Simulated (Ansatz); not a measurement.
**The cluster Sn₂H₄O₆: trial inputs and their diagnosis**

1 input was typed for the cluster Sn₂H₄O₆. Each is run as it stands; the log then has to tell whether the result can be used.

The runs use Ansatz 0.2.0, Gaussian basis; the settings change from run to run.

3 further runs of the same task are left out: 3 set aside as unsound or not needed.

## 1. The molecule

An earlier r2SCAN-D4/def2-SVP relaxation fixed the geometry. Sn takes a core potential in def2 sets; no spin-orbit term is included.

12 atoms, charge 0, spin multiplicity 1.

Atoms are counted from 1 here; the program's logs count them from 0.

Bond lengths: Sn1–O4 1.990 Å, Sn1–O5 2.222 Å, Sn1–O6 2.391 Å, Sn2–O5 2.207 Å, Sn2–O7 2.094 Å, Sn2–O8 2.163 Å, O3–O5 1.474 Å, O3–H9 0.999 Å, O4–H10 0.978 Å, O6–O8 1.461 Å, O6–H12 1.013 Å, O7–H11 0.967 Å. Angles: O4–Sn1–O5 93.4°, O4–Sn1–O6 87.2°, O5–Sn1–O6 76.0°, O5–Sn2–O7 86.6°, O5–Sn2–O8 76.1°, O7–Sn2–O8 83.0°, O5–O3–H9 99.2°, Sn1–O4–H10 111.4°, Sn1–O5–Sn2 121.8°, Sn1–O5–O3 100.0°, Sn2–O5–O3 97.0°, Sn1–O6–O8 113.4°, Sn1–O6–H12 99.2°, O8–O6–H12 100.7°, Sn2–O7–H11 116.7°, Sn2–O8–O6 107.0°.

## 2. Attempt 1

The input, in.yaml:

```yaml
crystal:
  periodic: [false, false, false]
  atoms:
    - {symbol: Sn, position_ang: [-0.994907, 1.887311, -0.008829]}
    - {symbol: Sn, position_ang: [0.383526, -1.538858, -1.027493]}
    - {symbol: O, position_ang: [0.575485, 0.928599, -2.198357]}
    - {symbol: O, position_ang: [-1.949523, 0.815893, 1.022125]}
    - {symbol: O, position_ang: [-0.510407, 0.487339, -1.614003]}
    - {symbol: O, position_ang: [1.064277, 0.680447, 0.812940]}
    - {symbol: O, position_ang: [-0.342991, -1.430699, 0.800018]}
    - {symbol: O, position_ang: [1.886091, -0.119510, -0.265074]}
    - {symbol: H, position_ang: [1.315343, 0.808919, -1.636218]}
    - {symbol: H, position_ang: [-1.670155, -0.010286, 0.989284]}
    - {symbol: H, position_ang: [-0.435666, -2.268335, 1.458108]}
    - {symbol: H, position_ang: [0.464924, -0.051280, 1.134681]}
basis:
  gaussian: {orbitals: def2-TZVPP, final_grid: {core_spheres: 1, valence_spheres: 1, degree: 3}}
hamiltonian: {xc: {name: r2SCAN}}
scf: {omitted_lower_state_checks: [starts]}
```

Run with:

```sh
$ ansatz run in.yaml --threads 4 --pin off --events-out ev --progress --plain --max-ram 8704MiB
```

**Question.** What will the summary of the whole plan be?

As calculated:

| attempt | level | ended | cause | time |
| --- | --- | --- | --- | --- |
| 1 | r2SCAN/def2-TZVPP | converged | the integration grid is far too coarse | 64 s |

1 converged. The dangerous case is the input that converges on a wrong geometry, charge, spin, basis or grid: often only a look at the input shows it.
